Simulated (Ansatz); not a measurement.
# C₂H₈FInOSi: taking an electron away

An exercise on one series of results from a longer session: the logs are not shown, and one member is left open.

The runs use Ansatz 0.2.0, Gaussian basis; unrestricted cation, the program's frozen cores in correlated methods.

Plan: UKS PBE-D4/def2-TZVPP; UKS r2SCAN-D4/def2-TZVPP; UKS PBE0-D4/def2-TZVPP; UKS B3LYP-D4/def2-TZVPP; UKS wB97X-V/def2-TZVPP; UKS wB97M-V/def2-TZVPP; UKS B2PLYP/def2-TZVPP; UHF-CCSD(T)/def2-TZVPP; UHF-MP2/def2-QZVPP; extrapolation to the limit; then −ε(HOMO) from the neutral's earlier runs with LDA (SPW92), PBE-D4, revPBE-D4, BLYP-D4, r2SCAN-D4, B97M-V, PBE0-D4, B3LYP-D4, r2SCANh-D4, r2SCAN0-D4, HSE06-D4, BHLYP-D4, CAM-B3LYP-D4, LC-ωPBE, ωB97X-V, ωB97M-V.

## The relaxed structure

The geometry comes from an earlier relaxation with PBE0-D4 in a triple-zeta def2 set; it is a stationary point, not always the lowest conformer. In takes the def2 core potential; no spin-orbit term is included.

SMILES `CO[SiH2][CH](F)[InH2]`, 14 atoms, charge 0, spin multiplicity 1.

Atoms are counted from 1 here; the program's logs count them from 0.

Bond lengths: C1–O2 1.415 Å, C1–H7 1.094 Å, C1–H8 1.094 Å, C1–H9 1.090 Å, O2–Si3 1.685 Å, Si3–C4 1.859 Å, Si3–H10 1.486 Å, Si3–H11 1.490 Å, C4–F5 1.402 Å, C4–In6 2.231 Å, C4–H12 1.093 Å, In6–H13 1.726 Å, In6–H14 1.718 Å. Angles: O2–C1–H7 110.9°, O2–C1–H8 110.6°, O2–C1–H9 108.5°, H7–C1–H8 109.2°, H7–C1–H9 109.0°, H8–C1–H9 108.7°, C1–O2–Si3 124.7°, O2–Si3–C4 99.2°, O2–Si3–H10 108.8°, O2–Si3–H11 107.2°, C4–Si3–H10 116.6°, C4–Si3–H11 113.7°, H10–Si3–H11 110.3°, Si3–C4–F5 112.9°, Si3–C4–In6 96.2°, Si3–C4–H12 114.1°, F5–C4–In6 111.5°, F5–C4–H12 108.3° and more.

The first run:

in.yaml reads:

```yaml
crystal:
  periodic: [false, false, false]
  atoms:
    - {symbol: C, position_ang: [-0.172306, -2.031080, 0.657257]}
    - {symbol: O, position_ang: [0.019826, -0.662695, 0.354213]}
    - {symbol: Si, position_ang: [0.622523, -0.080248, -1.108024]}
    - {symbol: C, position_ang: [0.429783, 1.743650, -0.805304]}
    - {symbol: F, position_ang: [1.642066, 2.378141, -0.499341]}
    - {symbol: In, position_ang: [-0.870195, 1.554252, 0.997608]}
    - {symbol: H, position_ang: [-0.907378, -2.480454, -0.017406]}
    - {symbol: H, position_ang: [0.770716, -2.579830, 0.577488]}
    - {symbol: H, position_ang: [-0.537014, -2.110080, 1.681467]}
    - {symbol: H, position_ang: [2.010054, -0.581515, -1.287548]}
    - {symbol: H, position_ang: [-0.259657, -0.605686, -2.187391]}
    - {symbol: H, position_ang: [-0.044101, 2.285507, -1.627122]}
    - {symbol: H, position_ang: [-2.558725, 1.303609, 0.739987]}
    - {symbol: H, position_ang: [-0.145601, 1.866421, 2.524108]}
basis:
  gaussian: {orbitals: def2-TZVPP}
total_charge: 1
magnetization: {spin_polarized: true, initial_magnetization: 1}
hamiltonian: {xc: pbe, dispersion: d4}
```

Run with:

```sh
$ ansatz run in.yaml --threads 2 --pin off --events-out ev --progress --plain --max-ram 22528MiB --backend cuda --devices 0, --max-vram 18GiB
```

Among the steps run: Cation, UKS PBE-D4/def2-TZVPP; Cation, UKS r2SCAN-D4/def2-TZVPP; Cation, UKS PBE0-D4/def2-TZVPP; Cation, UKS B3LYP-D4/def2-TZVPP; Cation, UKS wB97X-V/def2-TZVPP; Cation, UKS wB97M-V/def2-TZVPP; Cation, UKS B2PLYP (frozen core)/def2-TZVPP; Cation, UHF-CCSD(T)/def2-TZVPP; Cation, UHF-MP2/def2-QZVPP.

One table of the session follows, with a row left open; its other results are not shown here.

It belongs to the step «Ionisation energies side by side». Orbital estimates, from the neutral's runs:

```
  functional  −ε(HOMO) (eV)
 LDA (SPW92)           5.77
      PBE-D4           5.60
   revPBE-D4           5.53
     BLYP-D4           5.47
   r2SCAN-D4           5.81
      B97M-V           5.94
     PBE0-D4           6.78
    B3LYP-D4           6.58
  r2SCANh-D4           6.26
  r2SCAN0-D4           6.93
    HSE06-D4              ?
    BHLYP-D4           7.87
CAM-B3LYP-D4           8.07
     LC-ωPBE           9.35
     ωB97X-V           9.03
     ωB97M-V           8.93
```

**Question.** Estimate the row for HSE06-D4.

**Answer.** −ε(HOMO) (eV): 6.39. In the column «−ε(HOMO) (eV)» it lies between r2SCANh-D4 (6.26) and B3LYP-D4 (6.58).
